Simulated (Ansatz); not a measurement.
# CH6ClFSi2: the cost of one run

Program: Ansatz 0.2.0, Gaussian basis. Level of theory: the settings change from run to run. These are calculated values, not measurements.

## Step 1: The molecule

An earlier PBE0-D4 in a triple-zeta def2 set relaxation fixed the geometry.

SMILES `C[SiH](Cl)[SiH2]F`, 11 atoms, charge 0, spin multiplicity 1.

Atoms are counted from 1 here; the program's logs count them from 0.

Bond lengths: C1–Si2 1.861 Å, C1–H6 1.092 Å, C1–H7 1.092 Å, C1–H8 1.094 Å, Si2–Cl3 2.073 Å, Si2–Si4 2.345 Å, Si2–H9 1.486 Å, Si4–F5 1.609 Å, Si4–H10 1.485 Å, Si4–H11 1.487 Å. Angles: Si2–C1–H6 111.0°, Si2–C1–H7 110.6°, Si2–C1–H8 109.8°, H6–C1–H7 108.6°, H6–C1–H8 108.4°, H7–C1–H8 108.4°, C1–Si2–Cl3 109.7°, C1–Si2–Si4 113.7°, C1–Si2–H9 110.7°, Cl3–Si2–Si4 103.6°, Cl3–Si2–H9 106.9°, Si4–Si2–H9 111.7°, Si2–Si4–F5 110.1°, Si2–Si4–H10 111.3°, Si2–Si4–H11 110.2°, F5–Si4–H10 108.0°, F5–Si4–H11 107.8°, H10–Si4–H11 109.3°.

## Step 2: HF/def2-TZVP

This run has multiplicity 3, restricted open-shell orbitals, coordinates scaled by 1.05, high accuracy.

Input file in.yaml:

```yaml
crystal:
  periodic: [false, false, false]
  atoms:
    - {symbol: C, position_ang: [-1.311779, -0.841505, 0.994144]}
    - {symbol: Si, position_ang: [0.404833, 0.062366, 0.756650]}
    - {symbol: Cl, position_ang: [2.028693, -1.338738, 1.128575]}
    - {symbol: Si, position_ang: [0.812536, 0.825626, -1.548175]}
    - {symbol: F, position_ang: [-0.402733, 1.896617, -2.028135]}
    - {symbol: H, position_ang: [-1.412806, -1.725766, 0.271770]}
    - {symbol: H, position_ang: [-1.416397, -1.232764, 2.067002]}
    - {symbol: H, position_ang: [-2.169961, -0.106321, 0.790345]}
    - {symbol: H, position_ang: [0.562273, 1.224521, 1.786382]}
    - {symbol: H, position_ang: [2.180942, 1.564171, -1.667453]}
    - {symbol: H, position_ang: [0.793067, -0.388055, -2.529581]}
basis:
  gaussian: {orbitals: def2-TZVP}
magnetization: {spin_polarized: false, initial_magnetization: 2}
hamiltonian: {xc: {name: HF}}
accuracy: high
```

Run with:

```
ansatz run in.yaml --threads 4 --pin off --events-out ev --progress --plain --max-ram 10444MiB
```

Q: Estimate wall time and peak memory on 4 threads of Arm Neoverse V1, shared host.

About 27 s, with a peak of 1.3 GiB.
